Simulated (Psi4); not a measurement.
**quartet GaHF at 3 levels**

Aim: a comparison of 3 runs (U-wB97M-V/def2-TZVPP, UCAM-B3LYP/def2-TZVPP, UM06-2X/def2-TZVPP) of quartet GaHF. 

Program for the calculation: Psi4 1.11.

2 further runs of the same task are left out: 2 set aside as unsound or not needed.

## (1) Starting point

GaHF: 3 atoms, total charge 0, spin state quartet. As SMILES of the parent species, `[F][GaH]`. Geometry: relaxed at PBE0-D4/def2-TZVP. That shape belongs to the parent species and isn't relaxed for this state.

Bond lengths: F1–Ga2 1.767 Å, Ga2–H3 1.610 Å. Angles: F1–Ga2–H3 114.1°.

## (2) A single-point energy at U-wB97M-V/def2-TZVPP (run 1)

Contents of fgah.dat:

```
memory 1600 mb

molecule mol {
  0 4
  F
  Ga 1 r2
  H 2 r3 1 a3

  r2 = 1.767263
  r3 = 1.609656
  a3 = 114.09323
  symmetry c1
  no_reorient
  no_com
}

set globals {
  reference            uks
  puream               true
  e_convergence        1e-09
  d_convergence        1e-08
  scf_type             pk
  dft_radial_points    99
  dft_spherical_points 590
  maxiter              200
}

E = energy('wb97m-v/def2-TZVPP')
print_variables()
```

Started as:

```console
$ psi4 fgah.dat fgah.out -n 1
```

fgah.out:

```text
[...]
  Running in c1 symmetry.
[...]
  Nuclear repulsion =   95.413144264893646
[...]
  Multiplicity = 4
[...]
  Nalpha       = 22
  Nbeta        = 19
[...]
    Number of basis functions: 93
[...]
   @UKS iter   1: -2022.85720420335997   -1.56588e+00   3.55875e-02 ADIIS/DIIS
[...]
   @UKS iter  20: -2024.97814459475239   -2.72848e-12   3.68005e-09 DIIS
[...]
   @S^2 Observed:                3.757390087E+00
[...]
  @UKS Final Energy: -2024.97814459475239
   => Energetics <=
    Nuclear Repulsion Energy =             95.4131442648936456
    One-Electron Energy =               -3013.0970824490873383
    Two-Electron Energy =                 960.1774109789382692
    DFT Exchange-Correlation Energy =     -67.6443291442671608
    Empirical Dispersion Energy =           0.0000000000000000
    VV10 Nonlocal Energy =                  0.1727117547705497
    Total Energy =                      -2024.9781445947521661
[...]
 Multipole Moments:
 ------------------------------------------------------------------------------------
     Multipole            Electronic (a.u.)      Nuclear  (a.u.)        Total (a.u.)
 ------------------------------------------------------------------------------------
 L = 1.  Multiply by 2.5417464519 to convert [e a0] to [Debye]
 Dipole X            :         -0.9629789            1.4866090            0.5236301
 Dipole Y            :         -0.8916893            0.1407905           -0.7508988
 Dipole Z            :         -0.0000000            0.0000000           -0.0000000
 Magnitude           :                                                    0.9154439
[...]
```

It took 2.3 min on 1 thread of AMD EPYC 7R43 (Zen 3), shared host; peak memory 0.91 GiB.

## (3) Energy and gradient at UCAM-B3LYP/def2-TZVPP (run 2)

Contents of fgah.xyz:

```xyz
3
FGaH
F     -1.252000     0.451400    -0.644800
Ga     0.292400     0.469800     0.214100
H      0.948600    -0.985900     0.417400
```

Contents of run.py:

```python
import psi4

psi4.set_memory(1600000000)
psi4.set_num_threads(1)
psi4.set_output_file('fgah.out', False)

with open('fgah.xyz') as f:
    atoms = ''.join(f.readlines()[2:])
mol = psi4.geometry('0 4\n' + atoms + 'symmetry c1\nno_reorient\nno_com')

psi4.set_options({
    'basis': 'def2-TZVPP',
    'reference': 'uks',
    'puream': True,
    'e_convergence': 1e-09,
    'd_convergence': 1e-08,
    'scf_type': 'pk',
    'dft_radial_points': 99,
    'dft_spherical_points': 590,
    'maxiter': 200,
})

E, wfn = psi4.gradient('CAM-B3LYP', molecule=mol, return_wfn=True)
psi4.oeprop(wfn, 'MULLIKEN_CHARGES', 'WIBERG_LOWDIN_INDICES', 'LOWDIN_CHARGES', title='CAM-B3LYP')
print('gradient / Eh bohr^-1')
print(E.np.round(6))
print(f'energy = {wfn.energy():.10f} Eh')
```

Started as:

```console
$ python run.py
```

fgah.out:

```text
[...]
  Running in c1 symmetry.
[...]
  Nuclear repulsion =   95.413137232115915
[...]
  Multiplicity = 4
[...]
  Nalpha       = 22
  Nbeta        = 19
[...]
    Number of basis functions: 93
[...]
   @UKS iter   1: -2023.02300571214982   -1.36111e+00   3.61315e-02 DIIS/ADIIS
[...]
   @UKS iter  18: -2025.21023625771159   -6.52562e-11   9.17871e-09 DIIS
[...]
   @S^2 Observed:                3.758162823E+00
[...]
  @UKS Final Energy: -2025.21023625771159
   => Energetics <=
    Nuclear Repulsion Energy =             95.4131372321159148
    One-Electron Energy =               -3013.0147935708064324
    Two-Electron Energy =                 959.0477993492735322
    DFT Exchange-Correlation Energy =     -66.6563792682944722
    Empirical Dispersion Energy =           0.0000000000000000
    VV10 Nonlocal Energy =                  0.0000000000000000
    Total Energy =                      -2025.2102362577115855
[...]
  -Total Gradient:
     Atom            X                  Y                   Z
    ------   -----------------  -----------------  -----------------
       1        0.011130266496     0.012858665299     0.007595494673
       2       -0.001393465506    -0.064404982529    -0.007886321639
       3       -0.009731009711     0.051544208336     0.000293807210
[...]
  Mulliken Charges: (a.u.)
   Center  Symbol    Alpha    Beta     Spin     Total
       1     F     4.77732  4.46729  0.31003 -0.24461
       2    GA    16.46494 14.48565  1.97929  0.04941
       3     H     0.75774  0.04706  0.71067  0.19520
   Total alpha = 22.00000, Total beta = 19.00000, Total charge =  0.00000
  Lowdin Charges: (a.u.)
   Center  Symbol    Alpha    Beta     Spin     Total
       1     F     4.68173  4.35264  0.32909 -0.03436
       2    GA    16.56888 14.53268  2.03620 -0.10156
       3     H     0.74939  0.11468  0.63471  0.13593
[...]
```

On the terminal:

```text
gradient / Eh bohr^-1
[[ 0.01113   0.012859  0.007595]
 [-0.001393 -0.064405 -0.007886]
 [-0.009731  0.051544  0.000294]]
energy = -2025.2102362577 Eh
```

Run time: 53 s. Hardware: 1 thread of AMD EPYC 7R43 (Zen 3), shared host; peak memory 0.82 GiB.

## (4) The energy at UM06-2X/def2-TZVPP (run 3)

Contents of input.json:

```json
{
 "schema_name": "qcschema_input",
 "schema_version": 1,
 "molecule": {
  "schema_name": "qcschema_molecule",
  "schema_version": 2,
  "symbols": ["F", "Ga", "H"],
  "geometry": [-2.36593711, 0.85302237, -1.21849541, 0.55255592, 0.88779333, 0.40459036, 1.7925942, -1.86308099, 0.78877168],
  "molecular_charge": 0,
  "molecular_multiplicity": 4,
  "fix_symmetry": "c1",
  "fix_com": true,
  "fix_orientation": true
 },
 "driver": "energy",
 "model": {
  "method": "m06-2x",
  "basis": "def2-TZVPP"
 },
 "keywords": {
  "reference": "uks",
  "puream": true,
  "e_convergence": 1e-09,
  "d_convergence": 1e-08,
  "scf_type": "pk",
  "dft_radial_points": 99,
  "dft_spherical_points": 590,
  "maxiter": 200,
  "scf_properties": ["LOWDIN_CHARGES", "MULLIKEN_CHARGES", "WIBERG_LOWDIN_INDICES"]
 }
}
```

Started as:

```console
$ psi4 --qcschema input.json -n 1 --memory 1600MB
```

stdout:

```text
[...]
  Running in c1 symmetry.
[...]
  Nuclear repulsion =   95.413137190110845
[...]
  Multiplicity = 4
[...]
  Nalpha       = 22
  Nbeta        = 19
[...]
    Number of basis functions: 93
[...]
   @UKS iter   1: -2023.04067383383676   -1.74854e+00   3.50678e-02 ADIIS/DIIS
[...]
   @UKS iter  19: -2025.07482001468179   -6.59384e-12   4.17526e-09 DIIS
[...]
   @S^2 Observed:                3.757618151E+00
[...]
  @UKS Final Energy: -2025.07482001468179
   => Energetics <=
    Nuclear Repulsion Energy =             95.4131371901108452
    One-Electron Energy =               -3013.7498902702736814
    Two-Electron Energy =                 933.8275434679027285
    DFT Exchange-Correlation Energy =     -40.5656104024217967
    Empirical Dispersion Energy =           0.0000000000000000
    VV10 Nonlocal Energy =                  0.0000000000000000
    Total Energy =                      -2025.0748200146820182
[...]
 Multipole Moments:
 ------------------------------------------------------------------------------------
     Multipole            Electronic (a.u.)      Nuclear  (a.u.)        Total (a.u.)
 ------------------------------------------------------------------------------------
 L = 1.  Multiply by 2.5417464519 to convert [e a0] to [Debye]
 Dipole X            :          3.1503500           -2.3716063            0.7787438
 Dipole Y            :        -33.9077393           33.3357136           -0.5720257
 Dipole Z            :         -1.9957269            2.3646141            0.3688873
 Magnitude           :                                                    1.0342790
[...]
```

The result, in JSON:

```text
{
 "driver": "energy",
 "model": {
  "method": "m06-2x",
  "basis": "def2-TZVPP"
 },
 "success": true,
 "return_result": -2025.0748200146818,
 "properties": {
  "calcinfo_nbasis": 93,
  "calcinfo_nmo": 93,
  "calcinfo_nalpha": 22,
  "calcinfo_nbeta": 19,
  "calcinfo_natom": 3,
  "nuclear_repulsion_energy": 95.41313719011085,
  "return_energy": -2025.0748200146818,
  "scf_one_electron_energy": -3013.7498902702737,
  "scf_two_electron_energy": 933.8275434679027,
  "scf_xc_energy": -40.5656104024218,
  "scf_dipole_moment": [0.7787437629335807, -0.57202574484824, 0.3688872630627993],
  "scf_total_energy": -2025.0748200146818,
  "scf_iterations": 19
 }
}
```

It took 69 s on 1 thread of AMD EPYC 7R43 (Zen 3), shared host; peak memory 0.83 GiB.

## (5) All runs side by side

```tsv
run	level	task	energy (Eh)	dipole moment (D)	HOMO energy (eV)	⟨S²⟩	wall time
1	U-wB97M-V/def2-TZVPP	energy	-2024.978145	2.33	-6.10	3.757	2.3 min
2	UCAM-B3LYP/def2-TZVPP	gradient	-2025.210236	2.29	-5.35	3.758	53 s
3	UM06-2X/def2-TZVPP	energy	-2025.074820	2.63	-5.13	3.758	69 s
```

## (6) Outcome

| quantity | value |
| --- | --- |
| run 3: total energy | -2025.07482 Eh |
| run 3: dipole moment | 2.63 D |
| run 3: HOMO energy (highest over α and β) | -5.13 eV |
| run 3: ⟨S²⟩ | 3.758 |

**Reading.** The dipole moment (its size) runs from 2.29 D (UCAM-B3LYP/def2-TZVPP) to 2.63 D (UM06-2X/def2-TZVPP). Totals of different functionals can't be ranked against each other. All runs together took 4.4 min, the longest 2.3 min.
